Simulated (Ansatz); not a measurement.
# C₄H₄F₈O₂Si: basis-set convergence

One table from this session's results is given with a row withheld; the runs are named, their logs left out.

Method: one geometry, several basis sets; program: Ansatz 0.2.0, Gaussian basis.

Levels to be run: PBE0-D4/def2-SVP; ωB97M-V/def2-SVP; PBE0-D4/def2-QZVPP; ωB97M-V/def2-QZVPP; the functionals' def2-TZVPP values are taken from earlier runs.

## The relaxed structure

All runs share one geometry, relaxed beforehand with PBE0-D4 in a triple-zeta def2 set.

SMILES `FC(F)(F)CO[Si](F)(F)OCC(F)(F)F`, 19 atoms, charge 0, spin multiplicity 1.

Atoms are counted from 1 here; the program's logs count them from 0.

Bond lengths: F1–C2 1.336 Å, C2–F3 1.333 Å, C2–F4 1.341 Å, C2–C5 1.515 Å, C5–O6 1.396 Å, C5–H16 1.092 Å, C5–H17 1.094 Å, O6–Si7 1.617 Å, Si7–F8 1.569 Å, Si7–F9 1.575 Å, Si7–O10 1.610 Å, O10–C11 1.396 Å, C11–C12 1.515 Å, C11–H18 1.091 Å, C11–H19 1.093 Å, C12–F13 1.339 Å, C12–F14 1.332 Å, C12–F15 1.337 Å. Angles: F1–C2–F3 108.2°, F1–C2–F4 107.1°, F1–C2–C5 112.0°, F3–C2–F4 108.1°, F3–C2–C5 110.2°, F4–C2–C5 111.2°, C2–C5–O6 110.7°, C2–C5–H16 107.9°, C2–C5–H17 107.6°, O6–C5–H16 109.0°, O6–C5–H17 112.5°, H16–C5–H17 109.1°, C5–O6–Si7 129.0°, O6–Si7–F8 108.3°, O6–Si7–F9 109.9°, O6–Si7–O10 112.9°, F8–Si7–F9 107.2°, F8–Si7–O10 110.3° and more.

As a file:

```xyz
19

F    -1.6139    0.8721    1.8618
C    -2.1012    1.1669    0.6538
F    -3.2574    1.8099    0.8178
F    -2.3555    0.0044    0.0363
C    -1.1416    2.0163   -0.1534
O     0.0766    1.3569   -0.3241
Si    0.5285    0.3403   -1.4975
F     1.9448    0.7802   -2.0106
F    -0.4642    0.4508   -2.7154
O     0.5596   -1.1961   -1.0187
C     0.6135   -1.7240    0.2729
C     2.0420   -1.7889    0.7729
F     2.5961   -0.5709    0.8065
F     2.8111   -2.5594    0.0054
F     2.0621   -2.2864    2.0132
H    -0.9697    2.9432    0.3972
H    -1.6281    2.2505   -1.1047
H     0.2156   -2.7399    0.2535
H     0.0401   -1.1302    0.9898
```

The first run:

File in.yaml:

```yaml
crystal:
  periodic: [false, false, false]
  atoms:
    - {symbol: F, position_ang: [-1.613922, 0.872132, 1.861803]}
    - {symbol: C, position_ang: [-2.101188, 1.166869, 0.653756]}
    - {symbol: F, position_ang: [-3.257434, 1.809875, 0.817762]}
    - {symbol: F, position_ang: [-2.355485, 0.004408, 0.036268]}
    - {symbol: C, position_ang: [-1.141645, 2.016342, -0.153378]}
    - {symbol: O, position_ang: [0.076584, 1.356894, -0.324073]}
    - {symbol: Si, position_ang: [0.528476, 0.340263, -1.497496]}
    - {symbol: F, position_ang: [1.944847, 0.780151, -2.010636]}
    - {symbol: F, position_ang: [-0.464168, 0.450827, -2.715441]}
    - {symbol: O, position_ang: [0.559553, -1.196140, -1.018681]}
    - {symbol: C, position_ang: [0.613497, -1.724000, 0.272943]}
    - {symbol: C, position_ang: [2.041988, -1.788947, 0.772861]}
    - {symbol: F, position_ang: [2.596146, -0.570907, 0.806498]}
    - {symbol: F, position_ang: [2.811054, -2.559411, 0.005366]}
    - {symbol: F, position_ang: [2.062135, -2.286422, 2.013174]}
    - {symbol: H, position_ang: [-0.969724, 2.943206, 0.397217]}
    - {symbol: H, position_ang: [-1.628099, 2.250543, -1.104745]}
    - {symbol: H, position_ang: [0.215631, -2.739950, 0.253523]}
    - {symbol: H, position_ang: [0.040052, -1.130232, 0.989781]}
basis:
  gaussian: {orbitals: def2-SVP}
hamiltonian: {xc: pbe0, dispersion: d4}
output: {orbitals: {seedname: orbitals}}
```

Launch:

```console
> ansatz run in.yaml --threads 10 --pin off --events-out ev --progress --plain --max-ram 110592MiB --backend cpu
```

Steps of the session up to this table: PBE0-D4 in def2-SVP; ωB97M-V in def2-SVP; PBE0-D4 in def2-QZVPP; ωB97M-V in def2-QZVPP.

One table of the session follows, with a row left open; its other results are not shown here.

| functional | basis | HOMO (eV) | LUMO (eV) |
| --- | --- | --- | --- |
| PBE0-D4 | def2-SVP | -9.54 | 0.99 |
| PBE0-D4 | def2-TZVPP | ? | ? |
| PBE0-D4 | def2-QZVPP | -9.68 | 0.24 |
| ωB97M-V | def2-SVP | -11.93 | 2.89 |
| ωB97M-V | def2-TZVPP | -12.06 | 2.26 |
| ωB97M-V | def2-QZVPP | -12.11 | 1.56 |

**Question.** Estimate the row for PBE0-D4, def2-TZVPP.

**Answer.** HOMO (eV): -9.64; LUMO (eV): 0.56. In the column «HOMO (eV)» it lies between PBE0-D4, def2-QZVPP (-9.68) and PBE0-D4, def2-SVP (-9.54).
